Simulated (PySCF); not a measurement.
# From one method to the next for SiSn⁻

Starting from one script, swap the method and compare what comes out for SiSn⁻.

Computed with PySCF 2.14.0. Level: method and basis as typed in the scripts.

### 1 Starting geometry

SiSn⁻: 2 atoms, charge -1, spin multiplicity 2.

Bond lengths: Si1–Sn2 2.308 Å.

### 2 Base script

File input.py:

```python
from pyscf import gto, scf, mcscf

mol = gto.M(
    atom='Si 0 0 0; Sn 0 0 2.308',
    basis='x2c-svpall',
    charge=-1,
    spin=1,
    symmetry=True,
    verbose=3,
)
mf = scf.ROHF(mol)
mf = mf.sfx2c1e()
mf.kernel()
mc = mcscf.CASSCF(mf, 6, 7)
mc.kernel()
mc.analyze()
mf.dip_moment()
print('orbital energies (hartree):', mf.mo_energy[..., max(0, mol.nelec[1]-3):mol.nelec[0]+3].round(4))
```

Started as:

```bash
$ python input.py
```

### 3 Geometry optimisation

Run 1 changes step after the SCF: casscf → optimize.

File input.py:

```python
from pyscf import gto, scf
from pyscf.geomopt.geometric_solver import optimize

mol = gto.M(
    atom='Si 0 0 0; Sn 0 0 2.308',
    basis='x2c-svpall',
    charge=-1,
    spin=1,
    symmetry=True,
    verbose=3,
)
mf = scf.ROHF(mol)
mf = mf.sfx2c1e()
mf.kernel()
mol_eq = optimize(mf, maxsteps=30)
print('optimised geometry (angstrom)')
print(mol_eq.tostring('raw'))
print('orbital energies (hartree):', mf.mo_energy[..., max(0, mol.nelec[1]-3):mol.nelec[0]+3].round(4))
```

### 4 Frequency run (UHF)

Run 2 changes step after the SCF: casscf → frequency; SCF type: ROHF → UHF.

File input.py:

```python
from pyscf import gto, scf
from pyscf.hessian import thermo

mol = gto.M(
    atom='Si 0 0 0; Sn 0 0 2.308',
    basis='x2c-svpall',
    charge=-1,
    spin=1,
    symmetry=True,
    verbose=3,
)
mf = scf.UHF(mol)
mf = mf.sfx2c1e()
mf.kernel()
hess = mf.Hessian().kernel()
print('wavenumber (cm^-1) =', thermo.harmonic_analysis(mol, hess)['freq_wavenumber'].round(1))
mf.dip_moment()
print('orbital energies (hartree):', [e[max(0, n-3):n+3].round(4) for e, n in zip(mf.mo_energy, mol.nelec)])
```

### 5 MP2 (UHF)

Run 3 changes step after the SCF: casscf → mp2; SCF type: ROHF → UHF.

File input.py:

```python
from pyscf import gto, scf, mp

mol = gto.M(
    atom='Si 0 0 0; Sn 0 0 2.308',
    basis='x2c-svpall',
    charge=-1,
    spin=1,
    symmetry=True,
    verbose=3,
)
mf = scf.UHF(mol)
mf = mf.sfx2c1e()
mf.kernel()
mp.MP2(mf).kernel()
mf.dip_moment()
print('orbital energies (hartree):', [e[max(0, n-3):n+3].round(4) for e, n in zip(mf.mo_energy, mol.nelec)])
```

### 6 MP2 (UHF)

Run 4 changes step after the SCF: casscf → mp2; SCF type: ROHF → UHF; frozen orbitals: none → 23.

File input.py:

```python
from pyscf import gto, scf, mp

mol = gto.M(
    atom='Si 0 0 0; Sn 0 0 2.308',
    basis='x2c-svpall',
    charge=-1,
    spin=1,
    symmetry=True,
    verbose=3,
)
mf = scf.UHF(mol)
mf = mf.sfx2c1e()
mf.kernel()
mp.MP2(mf, frozen=23).kernel()
mf.dip_moment()
print('orbital energies (hartree):', [e[max(0, n-3):n+3].round(4) for e, n in zip(mf.mo_energy, mol.nelec)])
```

What does the calculation give? Wanted: for each run, E(SCF); from base; gap, α spin; after the SCF.

The runs gave:

| run | E(SCF) (hartree) | from base (eV) | gap, α spin (eV) | after the SCF |
| --- | --- | --- | --- | --- |
| base | -6462.602621 | 0 | n/a | CASSCF correlation -1.751 eV |
| geometry optimisation | -6462.602621 | 0.0000 | n/a | bond 2.316 Å, -0.001 eV |
| frequency run (UHF) | -6462.608698 | -0.1654 | 7.82 | highest mode 460 cm⁻¹ |
| MP2 (UHF) | -6462.608698 | -0.1654 | 7.82 | MP2 correlation -5.588 eV |
| MP2 (UHF) | -6462.608698 | -0.1654 | 7.82 | MP2 correlation -5.089 eV, core frozen |

SCF columns refer to the geometry typed in the script.

What this shows: The dearest run is “frequency run (UHF)”, at 34 s against 3.1 s.
